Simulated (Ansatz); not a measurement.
# CH4BNS: the cost of one run

Computed with Ansatz 0.2.0, Gaussian basis. Level: the settings change from run to run.

## 1. The relaxed structure

An earlier PBE0-D4 in a triple-zeta def2 set relaxation fixed the geometry.

SMILES `NB1CS1`, 8 atoms, charge 0, spin multiplicity 1.

Atoms are counted from 1 here; the program's logs count them from 0.

Bond lengths: N1–B2 1.380 Å, N1–H5 1.005 Å, N1–H6 1.005 Å, B2–C3 1.529 Å, B2–S4 1.768 Å, C3–S4 1.871 Å, C3–H7 1.086 Å, C3–H8 1.086 Å. Angles: B2–N1–H5 123.0°, B2–N1–H6 122.6°, H5–N1–H6 114.4°, N1–B2–C3 147.0°, N1–B2–S4 144.3°, C3–B2–S4 68.7°, B2–C3–S4 61.7°, B2–C3–H7 121.3°, B2–C3–H8 121.3°, S4–C3–H7 113.6°, S4–C3–H8 113.6°, H7–C3–H8 113.5°, B2–S4–C3 49.6°.

## 2. BLYP/cc-pVTZ-DK

Options: D4 dispersion, high accuracy.

Contents of in.yaml:

```yaml
crystal:
  periodic: [false, false, false]
  atoms:
    - {symbol: N, position_ang: [-0.502024, 1.402059, -0.174136]}
    - {symbol: B, position_ang: [-0.174969, 0.063775, -0.253052]}
    - {symbol: C, position_ang: [0.580378, -1.110057, 0.370835]}
    - {symbol: S, position_ang: [-0.392926, -1.414875, -1.197379]}
    - {symbol: H, position_ang: [-1.088451, 1.862181, -0.848229]}
    - {symbol: H, position_ang: [-0.171832, 1.997568, 0.564809]}
    - {symbol: H, position_ang: [1.653931, -1.220535, 0.245351]}
    - {symbol: H, position_ang: [0.188094, -1.637215, 1.236101]}
basis:
  gaussian: {orbitals: cc-pVTZ-DK}
hamiltonian: {xc: {name: BLYP}, dispersion: d4}
accuracy: high
```

Started as:

```bash
ansatz run in.yaml --threads 2 --pin off --events-out ev --progress --plain --max-ram 4352MiB
```

**Question.** How long does this run take on 2 threads of Arm Neoverse V1, shared host, and how much memory does it need?

About 12 s, with a peak of 0.72 GiB.
